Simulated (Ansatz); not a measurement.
**ClFH3SbSi: small, medium and large basis sets**

An exercise on one series of results from a longer session: the logs are not shown, and one member is left open.

Computed with Ansatz 0.2.0, Gaussian basis. Level: one geometry, several basis sets.

Plan: PBE0-D4/def2-SVP; ωB97M-V/def2-SVP; PBE0-D4/def2-QZVPP; ωB97M-V/def2-QZVPP; the functionals' def2-TZVPP values are taken from earlier runs.

## The relaxed structure

All runs share one geometry, relaxed beforehand with PBE0-D4 in a triple-zeta def2 set. Sb takes the def2 core potential; no spin-orbit term is included.

SMILES `[F][Sb]([SiH3])[Cl]`, 7 atoms, charge 0, spin multiplicity 1.

Atoms are counted from 1 here; the program's logs count them from 0.

Bond lengths: F1–Sb2 1.919 Å, Sb2–Si3 2.605 Å, Sb2–Cl4 2.349 Å, Si3–H5 1.483 Å, Si3–H6 1.486 Å, Si3–H7 1.487 Å. Angles: F1–Sb2–Si3 92.3°, F1–Sb2–Cl4 97.1°, Si3–Sb2–Cl4 91.4°, Sb2–Si3–H5 107.9°, Sb2–Si3–H6 108.1°, Sb2–Si3–H7 109.7°, H5–Si3–H6 110.9°, H5–Si3–H7 110.8°, H6–Si3–H7 109.4°.

Set-up of the first run:

The input, in.yaml:

```yaml
crystal:
  periodic: [false, false, false]
  atoms:
    - {symbol: F, position_ang: [-1.348001, -2.030534, -0.323596]}
    - {symbol: Sb, position_ang: [-1.298659, -0.593577, 0.947207]}
    - {symbol: Si, position_ang: [0.333215, 0.798382, -0.531440]}
    - {symbol: Cl, position_ang: [0.482296, -1.411488, 2.242242]}
    - {symbol: H, position_ang: [1.412300, -0.106043, -0.995574]}
    - {symbol: H, position_ang: [0.885020, 1.899170, 0.301297]}
    - {symbol: H, position_ang: [-0.404872, 1.375992, -1.685935]}
basis:
  gaussian: {orbitals: def2-SVP}
hamiltonian: {xc: pbe0, dispersion: d4}
output: {orbitals: {seedname: orbitals}}
```

Run with:

```
$ ansatz run in.yaml --threads 4 --pin off --events-out ev --progress --plain --max-ram 10444MiB
```

Steps of the session up to this table: PBE0-D4 in def2-SVP; ωB97M-V in def2-SVP; PBE0-D4 in def2-QZVPP; ωB97M-V in def2-QZVPP.

One table of the session follows, with a row left open; its other results are not shown here.

It belongs to the step «Functionals by basis». 

| functional | basis | HOMO (eV) | LUMO (eV) |
| --- | --- | --- | --- |
| PBE0-D4 | def2-SVP | ? | ? |
| PBE0-D4 | def2-TZVPP | -7.35 | -1.87 |
| PBE0-D4 | def2-QZVPP | -7.37 | -1.91 |
| ωB97M-V | def2-SVP | -9.17 | 0.28 |
| ωB97M-V | def2-TZVPP | -9.32 | -0.04 |
| ωB97M-V | def2-QZVPP | -9.34 | -0.13 |

Estimate the missing values for PBE0-D4, def2-SVP.

The run gave: HOMO (eV): -7.25; LUMO (eV): -1.67. In the column «HOMO (eV)» it is the highest.
